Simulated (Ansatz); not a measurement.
# Mg: the cost of one run

Computed with Ansatz 0.2.0 (DFT LDA, scalar-relativistic, plane waves, PAW, unless a step's input says otherwise).

## 1. Starting point

Symmetry: P6_3/mmc, No. 194, hexagonal system. Conventional cell: a = 3.209 Å, b = 3.209 Å, c = 5.210 Å, α = 90.00°, β = 90.00°, γ = 120.00°. Mg (site symmetry -6m2) has 12 Mg at 3.20 to 3.21 Å as nearest neighbours.

As a file:

```cif
data_structure
_symmetry_space_group_name_H-M 'P 1'
_symmetry_Int_Tables_number 1
_cell_length_a 3.2093
_cell_length_b 3.2093
_cell_length_c 5.2103
_cell_angle_alpha 90.000
_cell_angle_beta 90.000
_cell_angle_gamma 120.000
_cell_volume 46.47
loop_
_atom_site_label
_atom_site_type_symbol
_atom_site_fract_x
_atom_site_fract_y
_atom_site_fract_z
_atom_site_occupancy
Mg1 Mg 0.33333 0.66667 0.25000 1
Mg2 Mg 0.66667 0.33333 0.75000 1
```

The structure rests on an entry of the Crystallography Open Database; cell or positions may have been set otherwise for this series.

## 2. Relaxing cell and atoms: Mg, no spin

The input, input.yaml:

```yaml
crystal:
  lattice:
    - [3.2093, 0.0, 0.0]
    - [-1.60465, 2.7793353284, 0.0]
    - [0.0, 0.0, 5.2103]
  atoms:
    - { symbol: Mg, position: [0.3333333333, 0.6666666667, 0.25] }
    - { symbol: Mg, position: [0.6666666667, 0.3333333333, 0.75] }
scf:
  occupations: { method: methfessel_paxton, width: 0.1 }
output:
  forces: true
  stress: true
  eigenvalues: true
  write_density: true
  write_potential: true
  elf: true
  volumetric_format: npy
kpoints:
  mp_grid: { grid: [21, 21, 12] }
hamiltonian:
  xc: lda
relax:
  f_tol: 0.002
  adjacent_minimum: "off"
  cell: { stress_tol: 0.05 }
```

Started as:

```bash
> ansatz run input.yaml --threads 2 --pin off --max-ram 6144MiB --backend cpu --events-out ev --progress --plain --runs-dir out
```

Q: Estimate wall time and peak memory on 2 threads of Arm Neoverse V2, shared host.

About 20 s, with a peak of 0.46 GiB.
